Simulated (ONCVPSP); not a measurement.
# Ti: generating and testing an ONCV potential

Task: generate the file, and judge it by its errors in other configurations, its logarithmic derivatives, its ghosts and its cutoff.

Method: ONCVPSP 4.0.1, PBE, fully relativistic.

## (1) The atom and the settings

Typed settings, in words:

| Quantity | Value |
| --- | --- |
| element | titanium (Ti, Z = 22) |
| type | optimised norm-conserving Vanderbilt (ONCV) |
| frozen core | [Ne] 3s2 |
| valence charge | 10 |
| reference configuration | 3p6 3d2 4s1 (charge +1) |
| partial waves | 4s: rc 2.55 bohr, ncon 4, nbas 9, qcut 2.9 1/bohr, 2 projectors, debl 0.9 Ha; 3p: rc 1.65 bohr, ncon 4, nbas 7, qcut 10 1/bohr, 1 projector; 3d: rc 1.45 bohr, ncon 4, nbas 9, qcut 9.1 1/bohr, 2 projectors, debl 3.3 Ha |
| local potential | polynomial inside 1.20 bohr (lpopt 5, dvloc0 0 Ha) |
| core correction | Teter function, fcfact 2.25, rcfact 1.6 |

The nodes and maxima of the atom's own shells, from an earlier all-electron run, set the scale for the radii.

All-electron outer shells of the reference configuration (PBE, scalar-relativistic, ld1.x):

| shell | level (eV) | outermost node (bohr) | outermost maximum (bohr) |
| --- | --- | --- | --- |
| 3s | -69.92 | 0.40 | 0.87 |
| 3p | -46.15 | 0.37 | 0.90 |
| 3d | -11.37 | – | 0.98 |
| 4s | -10.35 | 1.24 | 2.74 |
| 4p | -6.61 | 1.37 | 3.35 |

## (2) Generating the potential

Ti.dat

```
# ATOM AND REFERENCE CONFIGURATION
# atsym  z   nc   nv     iexc    psfile
  Ti 22.00    4    3        4      upf
#
#   n    l    f
    1    0    2.00
    2    0    2.00
    2    1    6.00
    3    0    2.00
    3    1    6.00
    3    2    2.00
    4    0    1.00
#
# PSEUDOPOTENTIAL AND OPTIMIZATION
# lmax
    2
#
#   l,   rc,      ep,       ncon, nbas, qcut
    0    2.55    0.00    4    9    2.90
    1    1.65    0.00    4    7   10.00
    2    1.45    0.00    4    9    9.10
#
# LOCAL POTENTIAL
# lloc, lpopt,  rc(5),   dvloc0
    4    5    1.20    0.00
#
# VANDERBILT-KLEINMAN-BYLANDER PROJECTORs
# l, nproj, debl
    0    2    0.90
    1    1    1.60
    2    2    3.30
#
# MODEL CORE CHARGE
# icmod, fcfact, rcfact
    3    2.25    1.60
#
# LOG DERIVATIVE ANALYSIS
# epsh1, epsh2, depsh
   -3.00    5.00    0.02
#
# OUTPUT GRID
# rlmax, drl
    6.00    0.01
#
# TEST CONFIGURATIONS
# ncnf
    4
# nvcnf
#   n    l    f
    3
    3    1    6.00
    3    2    2.00
    4    0    2.00
#
    3
    3    1    6.00
    3    2    2.00
    4    0    0.00
#
    3
    3    1    6.00
    3    2    1.00
    4    0    0.00
#
    4
    3    1    6.00
    3    2    2.00
    4    0    1.00
    4    1    1.00
#
```

Launch:

```console
$ oncvpspr.x < Ti.dat > Ti.out
```

What does the calculation give? Wanted: cutoffs for 1 and 0.1 mHa per electron, occupied waves; bound ghosts; GHOST(+) flags; largest test error; largest phase difference near zero energy, channels read; rms error of d²Exc/dn², without and with the model core.

As calculated:

| quantity | value |
| --- | --- |
| cutoffs for 1 and 0.1 mHa per electron, occupied waves | 35 Ha and 40 Ha |
| bound ghosts | s at -72.23 eV |
| GHOST(+) flags | none at low energy |
| largest test error (AE − PS) | +160 meV, for 3p6 3d1 4s0 |
| largest phase difference near zero energy, channels read | 0.013 rad |
| rms error of d²Exc/dn², without and with the model core | 9.41 and 7.73 mHa |

A bound ghost (s) makes it unfit for use: electrons can fall into a state that the atom doesn't have. Close by lies the frozen 3s level (-69.9 eV). The worst unpolarised test, 3p6 3d1 4s0, is off by 160 meV on 40.5 eV; by total energies transferability rates as poor. By its cutoff, 35 Ha for the looser tolerance, it is hard. At the looser tolerance the 3d wave is the slowest; 3p needs 22 Ha. Near zero energy the phases of the channels with partial waves agree within 0.013 rad. These are tests on the free atom; a crystal test is still owed.
